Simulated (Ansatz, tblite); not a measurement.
# The cluster In₅+: one state, many levels

An exercise on one series of results from a longer session: the logs are not shown, and one member is left open.

Method: as each input shows; program: Ansatz 0.2.0, Gaussian basis.

Plan: GFN1-xTB, GFN2-xTB, PBE-D4/def2-TZVP, r2SCAN-D4/def2-TZVP, BHLYP-D4/def2-TZVP, ωB97X-V/def2-TZVP, PBE+10HF/def2-SVP, PBE+15HF/def2-SVP, PBE+40HF/def2-SVP, PBE-D4/def2-SVP, PBE0-D4/def2-SVP, CCSD(T)/def2-SVP, MP2/def2-TZVP, RPA/def2-TZVP.

8 further runs of the same task are left out: 2 that didn't finish, 6 set aside as unsound or not needed.

## The geometry

The singlet was relaxed beforehand with PBE-D4/def2-SVP. At that level it is the lowest of the isomers that a small search found.

5 atoms, charge 1, spin multiplicity 1.

Bond lengths: In1–In2 3.139 Å, In1–In5 3.135 Å, In2–In3 3.082 Å, In3–In4 3.174 Å, In3–In5 3.085 Å. Angles: In2–In1–In5 96.3°, In1–In2–In3 82.6°, In2–In3–In4 132.6°, In2–In3–In5 98.5°, In4–In3–In5 128.9°, In1–In5–In3 82.6°.

In takes a core potential in the def2 sets. No spin-orbit coupling is included. The ion is computed in the gas phase, without counter-ions or solvent.

PBE0-D4/def2-TZVP was run before; its log isn't repeated, and its numbers join the tables.

The first run:

Tight binding, by tblite at 300 K electronic temperature and without a spin-polarisation term:

```python
tblite.interface.Calculator('GFN1-xTB', numbers, positions, charge=1, uhf=0).singlepoint()
```

Tight binding, by tblite at 300 K electronic temperature and without a spin-polarisation term:

```python
tblite.interface.Calculator('GFN2-xTB', numbers, positions, charge=1, uhf=0).singlepoint()
```

start.molden holds the orbitals of an earlier run on this state, given as this run's starting guess.

The input, in.yaml:

```yaml
crystal:
  periodic: [false, false, false]
  atoms:
    - {symbol: In, position_ang: [-0.659713, 3.042593, -0.041967]}
    - {symbol: In, position_ang: [2.078056, 1.508208, -0.012461]}
    - {symbol: In, position_ang: [0.236606, -0.962462, 0.015583]}
    - {symbol: In, position_ang: [0.828743, -4.080961, 0.057481]}
    - {symbol: In, position_ang: [-2.483692, 0.492612, -0.018637]}
basis:
  gaussian: {orbitals: def2-TZVP, initial_orbitals: start.molden}
total_charge: 1
hamiltonian: {xc: pbe, dispersion: d4}
scf: {omitted_lower_state_checks: [starts]}
output: {orbitals: {seedname: orbitals}}
```

Started as:

```sh
$ ansatz run in.yaml --threads 4 --pin off --events-out ev --progress --plain --max-ram 4787MiB
```

Among the steps run: PBE-D4/def2-TZVP; r2SCAN-D4/def2-TZVP; BHLYP-D4/def2-TZVP; ωB97X-V/def2-TZVP; PBE+10HF/def2-SVP; PBE+15HF/def2-SVP; PBE+40HF/def2-SVP; PBE-D4/def2-SVP; PBE0-D4/def2-SVP; CCSD(T)/def2-SVP; MP2/def2-TZVP; RPA/def2-TZVP.

One of the session's tables, all rows but one given; the rest of the session is left out.

It belongs to the step «Levels side by side». 

| level | HOMO (eV) | LUMO (eV) | gap (eV) |
| --- | --- | --- | --- |
| PBE-D4/def2-SVP | -7.34 | -7.16 | 0.18 |
| PBE-D4/def2-TZVP | -7.32 | -7.15 | 0.17 |
| r2SCAN-D4/def2-TZVP | -7.48 | -7.08 | 0.40 |
| PBE0-D4/def2-SVP | -7.86 | -6.50 | 1.36 |
| PBE0-D4/def2-TZVP | -7.85 | -6.48 | 1.36 |
| BHLYP-D4/def2-TZVP | -8.20 | -5.78 | 2.42 |
| ωB97X-V/def2-TZVP | ? | ? | ? |
| PBE+10HF/def2-SVP | -7.54 | -6.89 | 0.65 |
| PBE+15HF/def2-SVP | -7.65 | -6.76 | 0.89 |
| PBE+40HF/def2-SVP | -8.18 | -6.12 | 2.06 |

Q: Estimate the row for ωB97X-V/def2-TZVP from the others.

**Answer.** HOMO (eV): -9.21; LUMO (eV): -4.70; gap (eV): 4.51. In the column «HOMO (eV)» it is the lowest.
